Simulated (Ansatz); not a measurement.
**C₂H₆F₂Hf: up Jacob's ladder to CCSD(T)**

An exercise on one series of results from a longer session: the logs are not shown, and one member is left open.

Program: Ansatz 0.2.0, Gaussian basis. Level of theory: functionals in def2-TZVPP, the program's frozen cores in correlated methods. These are calculated values, not measurements.

Levels to be run: LDA (SPW92), PBE-D4, revPBE-D4, BLYP-D4, r2SCAN-D4, B97M-V, PBE0-D4, B3LYP-D4, r2SCANh-D4, r2SCAN0-D4, HSE06-D4, BHLYP-D4, CAM-B3LYP-D4, LC-ωPBE, ωB97X-V, ωB97M-V, B2PLYP, PBE-QIDH; CCSD(T)/def2-SVP; CCSD(T)/def2-TZVPP; MP2/def2-QZVPP; extrapolation to the limit; RPA on PBE.

## Structure used throughout

The geometry comes from an earlier relaxation with PBE0-D4 in a triple-zeta def2 set; it is a stationary point, not always the lowest conformer. Hf takes the def2 core potential; no spin-orbit term is included.

SMILES `[CH3][Hf]([CH3])([F])[F]`, 11 atoms, charge 0, spin multiplicity 1.

Atoms are counted from 1 here; the program's logs count them from 0.

Bond lengths: C1–Hf2 2.208 Å, C1–H6 1.097 Å, C1–H7 1.096 Å, C1–H8 1.097 Å, Hf2–C3 2.208 Å, Hf2–F4 1.905 Å, Hf2–F5 1.905 Å, C3–H9 1.097 Å, C3–H10 1.096 Å, C3–H11 1.097 Å. Angles: Hf2–C1–H6 111.0°, Hf2–C1–H7 113.0°, Hf2–C1–H8 110.7°, H6–C1–H7 107.3°, H6–C1–H8 107.4°, H7–C1–H8 107.3°, C1–Hf2–C3 105.1°, C1–Hf2–F4 108.9°, C1–Hf2–F5 109.0°, C3–Hf2–F4 109.0°, C3–Hf2–F5 108.9°, F4–Hf2–F5 115.5°, Hf2–C3–H9 110.7°, Hf2–C3–H10 113.0°, Hf2–C3–H11 111.0°, H9–C3–H10 107.3°, H9–C3–H11 107.4°, H10–C3–H11 107.3°.

Coordinates:

```
C    -1.6750    0.5699    0.3358
Hf    0.2120    0.4212   -0.8015
C     1.4866   -0.9442    0.3766
F    -0.1484   -0.3751   -2.4943
F     1.0359    2.1379   -0.8609
H    -1.5018    1.0021    1.3287
H    -2.4273    1.1911   -0.1632
H    -2.1183   -0.4226    0.4831
H     1.6215   -0.5651    1.3970
H     2.4848   -1.0770   -0.0556
H     1.0299   -1.9382    0.4541
```

Set-up of the first run:

File in.yaml:

```yaml
crystal:
  periodic: [false, false, false]
  atoms:
    - {symbol: C, position_ang: [-1.675039, 0.569893, 0.335804]}
    - {symbol: Hf, position_ang: [0.212040, 0.421156, -0.801481]}
    - {symbol: C, position_ang: [1.486579, -0.944179, 0.376646]}
    - {symbol: F, position_ang: [-0.148363, -0.375095, -2.494299]}
    - {symbol: F, position_ang: [1.035945, 2.137906, -0.860910]}
    - {symbol: H, position_ang: [-1.501795, 1.002064, 1.328711]}
    - {symbol: H, position_ang: [-2.427312, 1.191150, -0.163204]}
    - {symbol: H, position_ang: [-2.118279, -0.422562, 0.483148]}
    - {symbol: H, position_ang: [1.621521, -0.565108, 1.397049]}
    - {symbol: H, position_ang: [2.484796, -1.077016, -0.055554]}
    - {symbol: H, position_ang: [1.029897, -1.938208, 0.454091]}
basis:
  gaussian: {orbitals: def2-TZVPP}
hamiltonian: {xc: lda}
output: {orbitals: {seedname: orbitals}}
```

The run is started by

```
ansatz run in.yaml --threads 4 --pin off --events-out ev --progress --plain --max-ram 10444MiB
```

Steps of the session up to this table: LDA; PBE-D4 (GGA); revPBE-D4 (GGA); BLYP-D4 (GGA); r2SCAN-D4 (meta-GGA); B97M-V (meta-GGA); B3LYP-D4 (hybrid); r2SCANh-D4 (hybrid); r2SCAN0-D4 (hybrid); HSE06-D4 (hybrid); BHLYP-D4 (hybrid); CAM-B3LYP-D4 (range-separated); LC-ωPBE (range-separated); ωB97X-V (range-separated); ωB97M-V (range-separated); B2PLYP (double hybrid); PBE-QIDH (double hybrid).

One of the session's tables, all rows but one given; the rest of the session is left out.

It belongs to the step «Orbital energies across the functionals». 

```
  functional  HOMO (eV)  gap (eV)
 LDA (SPW92)      -6.70      4.66
      PBE-D4      -6.56      4.82
   revPBE-D4      -6.50      4.88
     BLYP-D4      -6.44      4.79
   r2SCAN-D4      -6.86      5.39
      B97M-V      -6.93      5.47
     PBE0-D4          ?         ?
    B3LYP-D4      -7.69      6.61
  r2SCANh-D4      -7.36      6.22
  r2SCAN0-D4      -8.11      7.47
    HSE06-D4      -7.51      6.32
    BHLYP-D4      -9.16      9.38
CAM-B3LYP-D4      -9.31      9.62
     LC-ωPBE     -10.69     12.18
     ωB97X-V     -10.33     11.65
     ωB97M-V     -10.19     10.99
```

Q: Estimate the row for PBE0-D4 from the others.

**Answer.** HOMO (eV): -7.91; gap (eV): 7.10. In the column «HOMO (eV)» it lies between r2SCAN0-D4 (-8.11) and B3LYP-D4 (-7.69).
